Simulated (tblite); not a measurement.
# C4H10BrPSi: the cost of one run

Programs: tblite 0.8.0 and PySCF 2.14.0, with density-fitted response routines of our own. Each step states its level of theory. These are calculated values for one molecule in the gas phase, unless marked as measured. Atoms are numbered from 0 throughout.

## (1) The starting structure

17 atoms, charge 0, multiplicity 1; geometry from: force field or distance geometry start.

Bonds of the start (Å): C0–Si1 1.84, Si1–P2 2.20, Si1–C3 1.86, C3–Br4 1.94, C3–C5 1.52, C5–C6 1.51, C6–C3 1.50, C0–H7 1.11, C0–H8 1.12, C0–H9 1.13, Si1–H10 1.47, P2–H11 1.46, P2–H12 1.45, C5–H13 1.11, C5–H14 1.10, C6–H15 1.12, C6–H16 1.10.

## (2) Optimising the geometry with GFN2-xTB

The job: settings as JSON, then the geometry in Å.

```
{"job": {"kind": "relax", "xc": "GFN2-xTB", "basis": "xTB"}, "charge": 0, "multiplicity": 1}
C     -1.501000     1.417600    -0.002800
Si    -0.790300    -0.278600    -0.133900
P     -1.776300    -1.761300     1.153500
C      1.036700    -0.312200     0.223300
Br     1.686600    -1.213200     1.815800
C      1.871000    -0.518300    -1.027100
C      1.934400     0.783400    -0.266300
H     -1.668000     1.737400     1.049200
H     -0.864400     2.175100    -0.520900
H     -2.465800     1.404000    -0.586300
H     -0.985100    -0.724700    -1.525900
H     -3.029000    -2.248500     0.595900
H     -1.882600    -1.369500     2.545200
H      2.681700    -1.267100    -0.919000
H      1.302400    -0.464000    -1.963700
H      2.922900     0.944300     0.242900
H      1.519800     1.707700    -0.689800
```

Started as:

```console
OMP_NUM_THREADS=1 python probes_run.py task.json out
```

The driver reads the jobs from task.json and runs them one after another.

**Question.** How long does this first job take on 1 thread of Arm Neoverse N1, shared host, and how much memory does it need?

About 2.8 s, with a peak of 0.18 GiB.
